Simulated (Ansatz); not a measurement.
# SbH3 (quintet): wave-function methods side by side, def2-TZVPP

How much of the correlation energy of SbH3 (quintet) does each wave-function method recover here?

Program: Ansatz 0.2.0, Gaussian basis. Level of theory: def2-TZVPP, core rule «outside noble gas», up to 9 orbitals frozen. These are calculated values, not measurements.

To be run: UHF; CCSD(T) on ROHF; CCSD(T) on UHF; BCCD(T) on ROHF; CCSDT(Q) on ROHF; CCSDT(Q) on UHF; CASSCF and MRCISD+Q, 8 electrons in 7 orbitals; CASSCF and MRCISD+Q(relaxed), 8 electrons in 7 orbitals; CASSCF and NEVPT2, 8 electrons in 7 orbitals.

4 further runs of the same task are left out: 4 set aside as unsound or not needed.

## Step 1: What is computed

The geometry is a PBE0/def2-TZVP stationary point (not a proven minimum) of the parent state, kept for this charge and spin. No spin-orbit coupling is included. Elements past krypton take def2 core potentials.

4 atoms, charge 0, spin multiplicity 5.

Atoms are counted from 1 here; the program's logs count them from 0.

Bond lengths: Sb1–H2 1.841 Å, Sb1–H3 1.700 Å, Sb1–H4 1.841 Å. Angles: H2–Sb1–H3 90.9°, H2–Sb1–H4 178.2°, H3–Sb1–H4 90.9°.

## Step 2: UHF

Contents of in.yaml:

```yaml
crystal:
  periodic: [false, false, false]
  atoms:
    - {symbol: Sb, position_ang: [0.000000, -0.013265, 0.000000]}
    - {symbol: H, position_ang: [0.000000, -0.042257, -1.840997]}
    - {symbol: H, position_ang: [0.000000, 1.686902, 0.000000]}
    - {symbol: H, position_ang: [0.000000, -0.042257, 1.840997]}
basis:
  gaussian: {orbitals: def2-TZVPP}
magnetization: {spin_polarized: true, initial_magnetization: 4}
hamiltonian: {xc: hf}
output: {orbitals: {seedname: orbitals}}
```

Launch:

```console
$ ansatz run in.yaml --threads 1 --pin off --events-out ev --progress --plain --max-ram 2816MiB --backend cpu
```

After this run come: CCSD(T) on ROHF; CCSD(T) on UHF; BCCD(T) on ROHF; CCSDT(Q) on ROHF; CCSDT(Q) on UHF; CASSCF and MRCISD+Q, 8 electrons in 7 orbitals; CASSCF and MRCISD+Q(relaxed), 8 electrons in 7 orbitals; CASSCF and NEVPT2, 8 electrons in 7 orbitals.

Q: Predict the results of all the runs planned. Wanted: UCCSDT(Q) below the RHF energy; RMP2 from UCCSDT(Q); UMP2 from UCCSDT(Q); RCCSD from UCCSDT(Q); RCCSD(T) from UCCSDT(Q); UCCSD(T) from UCCSDT(Q); RCCSDT(Q) from UCCSDT(Q); NEVPT2 valence from UCCSDT(Q); MRCISD+Q valence from UCCSDT(Q).

As calculated:

```
                                quantity                                                           value
          UCCSDT(Q) below the RHF energy                                                      -4.0576 eV
                     RMP2 from UCCSDT(Q)                                                 +19.82 kcal/mol
                     UMP2 from UCCSDT(Q)                                                 +21.12 kcal/mol
                    RCCSD from UCCSDT(Q)                                                  +4.67 kcal/mol
                 RCCSD(T) from UCCSDT(Q)                                                  +1.32 kcal/mol
                 UCCSD(T) from UCCSDT(Q)                                                  +0.92 kcal/mol
                RCCSDT(Q) from UCCSDT(Q)                                                  +0.45 kcal/mol
           NEVPT2 valence from UCCSDT(Q)                                                 +17.66 kcal/mol
         MRCISD+Q valence from UCCSDT(Q)                                                  +1.13 kcal/mol
MRCISD+Q(relaxed) valence from UCCSDT(Q)                                                  +0.62 kcal/mol
       levels within 1 kcal/mol (43 meV)  UCCSD(T), RCCSDT, UCCSDT, RCCSDT(Q), MRCISD+Q(relaxed) valence
                           T1 diagnostic                                                           0.031
          effectively unpaired electrons                                                            4.02
```

**Reading.** RCCSD(T) lands +1.32 kcal/mol from the yardstick (1.4 % of the correlation energy). One determinant dominates. Of the multireference levels listed MRCISD+Q(relaxed) valence comes nearest in total energy (+0.62 kcal/mol), which doesn't show that its space is the better one. These misses are within one basis, not against nature; the frozen cores of restricted and unrestricted runs differ, which can shift their rows.
